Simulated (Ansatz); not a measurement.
A nudged elastic band was laid between two geometries of a periodic cell of 13 atoms, LiPb4S8 (host PbS2, host structure I4/mcm, interstitial Li).

All numbers below come from DFT PBE, scalar-relativistic, plane waves, PAW in Ansatz 0.2.0. Settings: cutoff 420 eV, k mesh 2x2x2, fermi-dirac smearing 0.05 eV, spin collinear.

```
movable images  : 5
climbing image  : yes
spring          : 5.0 eV/Å²
optimiser       : lbfgs
start path      : IDPP
force threshold : 0.05 eV/Å
iteration limit : 80
end points      : relaxed
```

Initial state:

```xyz
13
Lattice="6.1499 0.0000 0.0000 0.0000 6.1499 0.0000 0.0000 0.0000 7.5532" Properties=species:S:1:pos:R:3
Pb -0.079 -0.027 5.676
Pb 0.313 -0.165 1.745
S 4.072 0.991 -0.028
S 5.361 2.291 3.855
S 2.280 0.694 3.882
S 0.757 2.355 0.013
Pb 2.919 3.377 1.743
Pb 3.047 2.993 5.682
S 0.691 3.755 3.764
S 2.287 5.359 -0.008
S 5.435 3.832 0.013
S 3.767 5.345 3.884
Li 3.978 0.890 2.283
```

Final state:

```xyz
13
Lattice="6.1499 0.0000 0.0000 0.0000 6.1499 0.0000 0.0000 0.0000 7.5532" Properties=species:S:1:pos:R:3
Pb 0.023 0.076 5.652
Pb 0.150 -0.311 2.040
S 3.859 0.779 -0.074
S 5.147 2.076 3.805
S 2.311 0.712 3.761
S 0.791 2.375 -0.110
Pb 2.760 3.230 2.037
Pb 3.151 3.096 5.656
S 0.782 3.856 3.784
S 2.382 5.463 0.004
S 5.454 3.871 -0.112
S 3.784 5.384 3.762
Li 5.248 2.179 1.488
```

(1) What changes between the two ends?

(2) What energy profile does the band end with?

(3) What is the geometry of the highest image?

Results:

(1) Contacts lost: S5–Li13, S12–Li13. Contacts made: S6–Li13, S11–Li13. The atom that moves furthest is Li13, by 1.98 Å; four of its nearest neighbours are S3 2.32, S5 2.34, S12 2.34, S4 2.52 Å at the first end and S4 2.32, S6 2.34, S11 2.34, S3 2.52 Å at the last.

(2) The forces met the threshold. The highest image is number 4 of 0 to 6, 0.32 eV above the ends, which have the same energy within 2 meV. By the program's own check the climbing image is a first-order saddle point (lowest curvatures found: -1.25 and 0.25 eV/Å²). Limits of this set-up: coarse k mesh, a small cell, in which the defect meets its images.

```csv
image,path coordinate (Å),energy (eV),S5–Li13 (Å),S12–Li13 (Å),S6–Li13 (Å)
0,0.00,0.00,2.34,2.34,3.98
1,0.37,0.04,2.43,2.36,3.82
2,0.74,0.19,2.63,2.42,3.62
3,1.11,0.25,2.76,2.51,3.49
4,1.48,0.32,3.11,2.80,3.16
5,2.13,0.12,3.66,3.47,2.58
6,2.78,0.00,3.99,4.00,2.34
```

(3) 
```xyz
13
Lattice="6.1499 0.0000 0.0000 0.0000 6.1499 0.0000 0.0000 0.0000 7.5532" Properties=species:S:1:pos:R:3
Pb -0.058 0.045 5.678
Pb 0.392 -0.288 1.775
S 3.714 0.834 -0.148
S 5.360 2.163 3.971
S 2.267 0.784 3.781
S 0.853 2.367 0.000
Pb 2.764 3.380 2.042
Pb 3.171 3.063 5.554
S 0.767 4.004 3.771
S 2.456 5.323 -0.093
S 5.327 3.631 0.121
S 3.872 5.599 3.622
Li 4.620 1.516 1.889
```

Time of the run: 7.8 min on 2 threads of AMD EPYC 9R45 96-Core Processor (Zen 5), on a shared host, peak memory 1.8 GiB.
